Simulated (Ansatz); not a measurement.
A nudged elastic band was laid between two geometries of a periodic cell of 18 atoms, W₄C₄F (surface WC(001), adsorbate F2, already come apart at the first end).

Computed with DFT PBE, scalar-relativistic, plane waves, PAW (Ansatz). Settings: PAW set soft_1, cutoff 420 eV, k mesh 5x5x1, gaussian smearing 0.15 eV, no spin polarisation.

* movable images: 4
* climbing image: from the first iteration
* spring: 5.0 eV/Å²
* optimiser: quadratic models (default)
* start path: default
* force threshold: 0.05 eV/Å
* iteration limit: 30
* end points: relaxed
* atoms held: 1, 5, 9, 13

First end point:

```xyz
18
Lattice="5.6723 0.0000 0.0000 -2.8361 4.9123 0.0000 0.0000 0.0000 16.1797" Properties=species:S:1:pos:R:3
W 0.000 0.000 1.000
C 1.420 0.820 2.337
W 0.000 0.000 3.874
C 1.375 0.793 5.056
W -1.418 2.456 1.000
C 0.002 3.276 2.337
W -1.418 2.456 3.874
C -0.043 3.250 5.056
W 2.836 0.000 1.000
C 4.251 0.817 2.353
W 2.827 -0.005 3.900
C 4.277 0.832 5.202
W 1.418 2.456 1.000
C 2.833 3.273 2.353
W 1.409 2.451 3.901
C 2.860 3.288 5.202
F -1.439 0.805 6.532
F -2.855 3.262 6.532
```

Last end point:

Only the atoms that move by more than 0.05 Å are listed.
```
C4 1.418 0.792 5.202
C8 0.000 3.325 5.057
C16 2.836 3.325 5.057
F18 -4.254 0.843 6.532
```

Task: What changes between the two ends?

Result: Contacts lost: C16–F18. Contacts made: C4–F18. The atom that moves furthest is F18, by 2.79 Å; four of its nearest neighbours are C16 1.33, F17 2.83, W15 3.09, W7 3.13 Å at the first end and C4 1.33, F17 2.84, W15 3.09, W11 3.13 Å at the last.

Task: Give the energies along the band, and the barrier.

Result: The forces met the threshold. The highest image is number 3 of 0 to 5, 2.36 eV above the ends, which have the same energy within 2 meV. Neighbouring images differ by up to 1.8 eV, so the band resolves the path poorly. The order of the point at the top wasn't checked. Limits of this set-up: coarse k mesh, thin slab, slab without dipole correction, no dispersion correction for a molecule that may bind weakly, a typed lattice constant that wasn't relaxed here.

```json
{"image": "0", "path coordinate (Å)": "0.00", "energy (eV)": "0.00", "C16–F18 (Å)": "1.33", "C4–F18 (Å)": "3.18"}
{"image": "1", "path coordinate (Å)": "0.51", "energy (eV)": "0.21", "C16–F18 (Å)": "1.34", "C4–F18 (Å)": "2.83"}
{"image": "2", "path coordinate (Å)": "1.01", "energy (eV)": "1.04", "C16–F18 (Å)": "1.43", "C4–F18 (Å)": "2.35"}
{"image": "3", "path coordinate (Å)": "1.52", "energy (eV)": "2.36", "C16–F18 (Å)": "1.90", "C4–F18 (Å)": "1.90"}
{"image": "4", "path coordinate (Å)": "2.26", "energy (eV)": "0.52", "C16–F18 (Å)": "2.59", "C4–F18 (Å)": "1.36"}
{"image": "5", "path coordinate (Å)": "3.00", "energy (eV)": "0.00", "C16–F18 (Å)": "3.18", "C4–F18 (Å)": "1.33"}
```

Task: What is the geometry of the highest image?

Result: 
```xyz
18
Lattice="5.6723 0.0000 0.0000 -2.8361 4.9123 0.0000 0.0000 0.0000 16.1797" Properties=species:S:1:pos:R:3
W 0.000 0.000 1.000
C 1.410 0.816 2.346
W 0.005 -0.003 3.945
C 1.488 0.853 5.095
W -1.418 2.456 1.000
C -0.016 3.284 2.317
W -1.420 2.454 3.889
C -0.003 3.276 5.020
W 2.836 0.000 1.000
C 4.263 0.814 2.379
W 2.837 0.003 3.889
C 4.270 0.810 5.236
W 1.418 2.456 1.000
C 2.835 3.283 2.346
W 1.395 2.469 3.821
C 2.841 3.197 5.095
F -1.401 0.809 6.560
F -3.656 2.111 6.412
```

The run took 9.3 min on 4 threads of Arm Neoverse V1, with other jobs on the host, peak memory 3 GiB.
